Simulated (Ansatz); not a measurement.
# CH5AlSSi: the cost of one run

Program: Ansatz 0.2.0. Level of theory: RKS BLYP-D4/def2-SVP. These are calculated values, not measurements.

## 1. Starting point

Bond lengths: Al1–C2 1.898 Å, C2–Si3 1.828 Å, C2–S4 1.479 Å, Al1–H5 1.646 Å, Al1–H6 1.630 Å, Si3–H7 1.530 Å, Si3–H8 1.416 Å, Si3–H9 1.512 Å. Angles: Al1–C2–Si3 118.8°, Al1–C2–S4 120.9°, Si3–C2–S4 119.8°, C2–Al1–H5 121.5°, C2–Al1–H6 122.4°, H5–Al1–H6 116.1°, C2–Si3–H7 108.9°, C2–Si3–H8 110.7°, C2–Si3–H9 110.8°, H7–Si3–H8 108.2°, H7–Si3–H9 106.5°, H8–Si3–H9 111.5°.

As a file:

```xyz
9

Al   -0.9346    1.2639   -0.8390
C     0.4597   -0.0038   -0.6112
Si    0.5221   -0.9773    0.9347
S     1.3772   -0.3324   -1.7236
H    -1.1416    2.0671   -2.2607
H    -1.9955    1.6188    0.3470
H     1.9692   -1.4001    1.1952
H    -0.2683   -2.1470    0.8231
H     0.1003   -0.1355    2.1174
```

## 2. End point A

input.yaml reads:

```yaml
crystal:
  periodic: [false, false, false]
  atoms:
    - { symbol: Al, position_ang: [-0.9346, 1.2639, -0.839] }
    - { symbol: C, position_ang: [0.4597, -0.0038, -0.6112] }
    - { symbol: Si, position_ang: [0.5221, -0.9773, 0.9347] }
    - { symbol: S, position_ang: [1.3772, -0.3324, -1.7236] }
    - { symbol: H, position_ang: [-1.1416, 2.0671, -2.2607] }
    - { symbol: H, position_ang: [-1.9955, 1.6188, 0.347] }
    - { symbol: H, position_ang: [1.9692, -1.4001, 1.1952] }
    - { symbol: H, position_ang: [-0.2683, -2.147, 0.8231] }
    - { symbol: H, position_ang: [0.1003, -0.1355, 2.1174] }
basis:
  gaussian: { orbitals: def2-SVP }
hamiltonian:
  xc: blyp
  dispersion: d4
relax:
  f_tol: 0.015
  max_steps: 40
```

Started as:

```console
> ansatz run input.yaml --threads 2 --pin off --max-ram 3072MiB --backend cpu --events-out ev --progress --plain --runs-dir out
```

What time and memory should one allow on 2 threads of Arm Neoverse V1, shared host?

About 42 s, with a peak of 0.15 GiB.
